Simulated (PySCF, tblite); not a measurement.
**C4H13FSi4: geometry, infrared bands and NMR shifts**

Aim: predict the infrared bands and NMR shifts of C4H13FSi4 (`F[Si@@H]1[SiH2][SiH2][Si@@H]1C1CCC1`).

The runs use tblite 0.8.0 and PySCF 2.14.0, with density-fitted response routines of our own; the level of theory stands in each step. All values are computed, except where a source is named. Atoms are numbered from 0 throughout.

### 1 Starting geometry

22 atoms, charge 0, multiplicity 1; geometry from: force field or distance geometry start.

Bonds of the start (Å): F0–Si1 1.69, Si1–Si2 2.27, Si2–Si3 2.25, Si3–Si4 2.22, Si4–C5 1.83, C5–C6 1.51, C6–C7 1.52, C7–C8 1.53, Si4–Si1 2.24, C8–C5 1.50, Si1–H9 1.44, Si2–H10 1.46, Si2–H11 1.44, Si3–H12 1.48, Si3–H13 1.46, Si4–H14 1.49, C5–H15 1.13, C6–H16 1.11, C6–H17 1.11, C7–H18 1.10, C7–H19 1.11, C8–H20 1.11, C8–H21 1.09.

### 2 Optimising the geometry with GFN2-xTB

The job: settings as JSON, then the geometry in Å.

```
{"job": {"kind": "relax", "xc": "GFN2-xTB", "basis": "xTB"}, "charge": 0, "multiplicity": 1}
F      1.451500    -1.650700    -1.637600
Si     1.787300    -0.027100    -1.286300
Si     3.446600    -0.011700     0.260300
Si     1.782800    -0.404100     1.717300
Si     0.545000     0.850800     0.360400
C     -1.252100     0.528300     0.310100
C     -1.983800     0.776200    -0.986300
C     -2.909700    -0.351100    -0.548900
C     -1.725300    -0.891100     0.246600
H      2.027100     0.829400    -2.424600
H      3.939400     1.350000     0.409300
H      4.417600    -1.073100     0.126600
H      1.466600    -1.854600     1.682200
H      2.006200     0.132100     3.057100
H      0.902300     2.280900     0.564100
H     -1.772300     1.054500     1.163600
H     -2.486000     1.766300    -1.063800
H     -1.396700     0.523500    -1.893500
H     -3.257000    -1.009400    -1.362800
H     -3.736600     0.053500     0.069100
H     -2.098800    -1.269400     1.219100
H     -1.164300    -1.583600    -0.383600
```

The run is started by

```sh
$ OMP_NUM_THREADS=1 python probes_run.py task.json out
```

One launch serves the whole session: the jobs run in the order shown.

**Question.** This job is followed by: GFN2-xTB harmonic vibrations, gas phase; GIAO PBE0/pcSseg-1 NMR shielding, non-relativistic, gas phase. Predict these results of the whole session: strongest single infrared mode (GFN2-xTB); zero-point energy (GFN2-xTB); ¹³C shifts against TMS (PBE0/pcSseg-1); ¹H shifts against TMS (PBE0/pcSseg-1); ¹⁹F shifts against CFCl3 (PBE0/pcSseg-1); ²⁹Si shifts against TMS (PBE0/pcSseg-1).

The runs gave:

| quantity | value |
| --- | --- |
| strongest single infrared mode (GFN2-xTB) | 2176 cm⁻¹, 658 km/mol |
| zero-point energy (GFN2-xTB) | 95.1 kcal/mol |
| ¹³C shifts against TMS (PBE0/pcSseg-1) | 28.2, 27.4, 20.9, 19.9 ppm |
| ¹H shifts against TMS (PBE0/pcSseg-1) | 6.99, 4.82, 4.41, 4.12, 3.93, 3.85, 2.51, 2.44, 2.41, 2.36, 2.30, 2.23, 2.21 ppm |
| ¹⁹F shifts against CFCl3 (PBE0/pcSseg-1) | -254.7 ppm |
| ²⁹Si shifts against TMS (PBE0/pcSseg-1) | 67.4, -29.1, -90.9, -110.8 ppm |

The optimisation took 147 steps and gained 1.547 eV; among the close pairs (by a distance rule), Si3–Si4 changed most, from 2.224 to 2.369 Å. The lowest mode is slightly imaginary (18i cm⁻¹), a soft motion within the noise of the Hessian, so the minimum is not strictly shown. GFN2-xTB is a fitted tight-binding method: band positions and strengths are rough. Its intensities can rank the bands wrongly. At PBE0/pcSseg-1: The widest tensor belongs to Si1: span 208 ppm, with a paramagnetic part of -596 ppm.
